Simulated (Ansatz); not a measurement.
# Bi3O: the cost of one run

Computed with Ansatz 0.2.0 (DFT PBE, scalar-relativistic, plane waves, PAW, unless a step names another level, unless a step's input says otherwise).

1 further run of the same task is left out (it didn't finish). Runs told in other sessions of the task aren't counted.

### Step 1. Starting point

The structure is tetragonal, space group P4/nmm (No. 129). The conventional cell has a = 4.027 Å, b = 4.027 Å, c = 12.888 Å, α = 90.00°, β = 90.00°, γ = 90.00°. Around Bi (site symmetry 4mm) lie 4 O at 2.37 Å. Bi (site symmetry 4mm) has 4 Bi at 3.25 Å in its first shell of neighbours. Bi (site symmetry 4mm) has 8 Bi at 3.25 to 3.66 Å in its first shell of neighbours. O (site symmetry -4m2) has 4 Bi at 2.37 Å in its first shell of neighbours.

Coordinates:

```
CELL_PARAMETERS angstrom
4.02698 0.00000 0.00000
0.00000 4.02698 0.00000
0.00000 0.00000 12.88802
ATOMIC_POSITIONS crystal
Bi 0.50000 0.00000 0.90241
Bi 0.00000 0.50000 0.09759
Bi 0.50000 0.00000 0.60229
Bi 0.00000 0.50000 0.72359
Bi 0.00000 0.50000 0.39771
Bi 0.50000 0.00000 0.27641
O 0.50000 0.50000 0.00000
O 0.00000 0.00000 0.00000
```

It came out lowest among 35 distinct ends of the trial cells. At a tolerance of 0.05 Å it has space group P4/nmm (No. 129).

### Step 2. Tight relaxation for the response runs, on the response runs' mesh and smearing

The input, input.yaml:

```yaml
crystal:
  lattice:
    - [4.0269760718, 0.0, 0.0]
    - [0.0, 4.0269760718, 0.0]
    - [0.0, 0.0, 12.888022522]
  atoms:
    - { symbol: Bi, position: [0.5, 0.0, 0.902407109] }
    - { symbol: Bi, position: [0.0, 0.5, 0.097592891] }
    - { symbol: Bi, position: [0.5, 0.0, 0.6022893758] }
    - { symbol: Bi, position: [0.0, 0.5, 0.7235900403] }
    - { symbol: Bi, position: [0.0, 0.5, 0.3977106242] }
    - { symbol: Bi, position: [0.5, 0.0, 0.2764099597] }
    - { symbol: O, position: [0.5, 0.5, 0.0] }
    - { symbol: O, position: [0.0, 0.0, 0.0] }
basis:
  ecutwfc: 420
kpoints:
  mp_grid: { grid: [8, 8, 4] }
hamiltonian:
  xc: pbe
scf:
  occupations: { method: gaussian, width: 0.1 }
output:
  forces: true
  stress: true
  eigenvalues: true
relax:
  adjacent_minimum: "off"
  f_tol: 0.001
  max_steps: 60
  cell: { stress_tol: 0.01 }
```

On the command line:

```sh
> ansatz run input.yaml --threads 3 --pin off --max-ram 7680MiB --backend cpu --events-out ev --progress --plain --runs-dir out
```

What time and memory should one allow on 3 threads of Arm Neoverse V1, shared host?

About 78 s, with a peak of 0.8 GiB.
